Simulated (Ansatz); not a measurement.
# MgO (Periclase): the cost of one run

Computed with Ansatz 0.2.0, driven from Python. Level of theory: G0W0 on DFT PBE, plane waves, PAW.

The COD entry's cell or inner coordinates are ideal or old and differ from later refinements, so a difference from it is no clean test against experiment.

## 1. The system

The structure is cubic, space group Fm-3m (No. 225). The conventional cell has a = 4.217 Å, b = 4.217 Å, c = 4.217 Å, α = 90.00°, β = 90.00°, γ = 90.00°. Mg (site symmetry m-3m) is surrounded by 6 O at 2.11 Å. O (site symmetry m-3m) is surrounded by 6 Mg at 2.11 Å.

No structure file is read: the coordinates are typed or built in the script.

## 2. The script

mgo.py

```python
'''Quasiparticle gap of MgO by G0W0.'''

import warnings

import ansatz as az
from pymatgen.core import Lattice, Structure
from pymatgen.io.ase import AseAtomsAdaptor


def main() -> None:
    warnings.simplefilter('ignore', az.DeckWarning)

    pmg_structure = Structure(
        Lattice([(0.0, 2.1085, 2.1085), (2.1085, 0.0, 2.1085), (2.1085, 2.1085, 0.0)]),
        ['Mg', 'O'],
        [
            (0.0, 0.0, 0.0),
            (0.5, 0.5, 0.5),
        ],
    )
    mgo = az.Crystal.from_ase(AseAtomsAdaptor.get_atoms(pmg_structure))

    calculation = (
        mgo.calculation()
        .functional('PBE')
        .basis(530, xc_grid=1)
        .kpoints(7, 7, 7)
        .scf(max_iterations=150)
        .occupations('fixed')
        .gw(empty_bands=60, screening_cutoff=120, quasiparticle_bands=('v3', 'c1'))
    )
    events = []
    outcome = calculation.session().plan().execute(on_event=events.append, runs_dir='gw_run')
    gw = next(e['data'] for e in events if e['event'] == 'gw_qp')
    top = gw['frontier_bands']['highest_filled_band']
    for qp in gw['qp']:
        if qp['ik'] == 0:
            print('band', qp['band'], 'shift', round(qp['e_qp_ev'] - qp['eps_ks_ev'], 3), 'eV, Z =', round(qp['z'], 3))
    for key, label in (('eps_ks_ev', 'Kohn-Sham'), ('e_qp_ev', 'G0W0')):
        filled = max(qp[key] for qp in gw['qp'] if qp['band'] <= top)
        empty = min(qp[key] for qp in gw['qp'] if qp['band'] > top)
        print(f'{label} gap on the mesh: {empty - filled:.3f} eV')
    print('static dielectric eigenvalues (RPA, this mesh):', [round(e, 3) for e in gw['screening'][0]['eps_tensor_eigenvalues']])


if __name__ == '__main__':
    main()
```

## 3. The input behind the calls

The engine receives this input:

```yaml
crystal:
  lattice:
    - [0.0, 2.1085, 2.1085]
    - [2.1085, 0.0, 2.1085]
    - [2.1085, 2.1085, 0.0]
  atoms:
    - { symbol: Mg, position: [0.0, 0.0, 0.0] }
    - { symbol: O, position: [0.5, 0.5, 0.5] }
basis:
  ecutwfc: 530.0
  xc_grid: 1
kpoints:
  mp_grid:
    grid: [7, 7, 7]
hamiltonian:
  xc: pbe
scf:
  max_iter: 150
  occupations:
    method: fixed
gw:
  n_empty_bands: 60
  ecut_chi: 120.0
  qp_bands: [v3, c1]
```

## 4. The run

Command:

```sh
python mgo.py
```

What time and memory should one allow on 1 thread of Arm Neoverse V1, shared host?

About 68 s, with a peak of 0.55 GiB.
